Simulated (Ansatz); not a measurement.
**CH4FO2Si radical: basis-set convergence**

How large a basis does CH4FO2Si radical need? Two functionals are run in growing sets.

Program: Ansatz 0.2.0, Gaussian basis. Level of theory: one geometry, several basis sets. These are calculated values, not measurements.

Plan: PBE0-D4/def2-SVP; ωB97M-V/def2-SVP; PBE0-D4/def2-QZVPP; ωB97M-V/def2-QZVPP; the functionals' def2-TZVPP values are taken from earlier runs.

## 1. Structure used throughout

The geometry comes from an earlier relaxation with PBE0-D4 in a triple-zeta def2 set; it is a stationary point, not always the lowest conformer.

SMILES `CO[SiH]([O])F`, 9 atoms, charge 0, spin multiplicity 2.

Atoms are counted from 1 here; the program's logs count them from 0.

Bond lengths: C1–O2 1.414 Å, C1–H6 1.093 Å, C1–H7 1.093 Å, C1–H8 1.090 Å, O2–Si3 1.611 Å, Si3–O4 1.650 Å, Si3–F5 1.590 Å, Si3–H9 1.479 Å. Angles: O2–C1–H6 110.2°, O2–C1–H7 111.6°, O2–C1–H8 108.0°, H6–C1–H7 109.1°, H6–C1–H8 108.8°, H7–C1–H8 109.0°, C1–O2–Si3 128.1°, O2–Si3–O4 109.3°, O2–Si3–F5 108.3°, O2–Si3–H9 116.3°, O4–Si3–F5 112.8°, O4–Si3–H9 101.9°, F5–Si3–H9 108.3°.

## 2. PBE0-D4 in def2-SVP

in.yaml

```yaml
crystal:
  periodic: [false, false, false]
  atoms:
    - {symbol: C, position_ang: [0.418964, 1.093272, 0.792361]}
    - {symbol: O, position_ang: [-0.054789, -0.234659, 0.679876]}
    - {symbol: Si, position_ang: [-0.355596, -1.073515, -0.662734]}
    - {symbol: O, position_ang: [-1.550998, -2.171059, -0.364489]}
    - {symbol: F, position_ang: [-0.735211, -0.047559, -1.816654]}
    - {symbol: H, position_ang: [1.512063, 1.103083, 0.814295]}
    - {symbol: H, position_ang: [0.071686, 1.716450, -0.035456]}
    - {symbol: H, position_ang: [0.044514, 1.507346, 1.729065]}
    - {symbol: H, position_ang: [0.737868, -1.939659, -1.153365]}
basis:
  gaussian: {orbitals: def2-SVP}
magnetization: {spin_polarized: true, initial_magnetization: 1}
hamiltonian: {xc: pbe0, dispersion: d4}
output: {orbitals: {seedname: orbitals}}
```

The run is started by

```
$ ansatz run in.yaml --threads 4 --pin off --events-out ev --progress --plain --max-ram 10444MiB
```

After this run come: ωB97M-V in def2-SVP; PBE0-D4 in def2-QZVPP; ωB97M-V in def2-QZVPP.

**Question.** What will the summary of the whole plan be? Wanted: PBE0-D4: double and triple zeta above quadruple; ωB97M-V: double and triple zeta above quadruple.

As calculated:

```
                                       quantity           value
PBE0-D4: double and triple zeta above quadruple  13.64, 0.74 eV
ωB97M-V: double and triple zeta above quadruple  13.84, 0.69 eV
```

**Reading.** PBE0-D4 gains 12.91 eV from double to triple zeta, then 0.74 eV more. Total energies overstate the basis error of differences, where much of it tends to cancel.
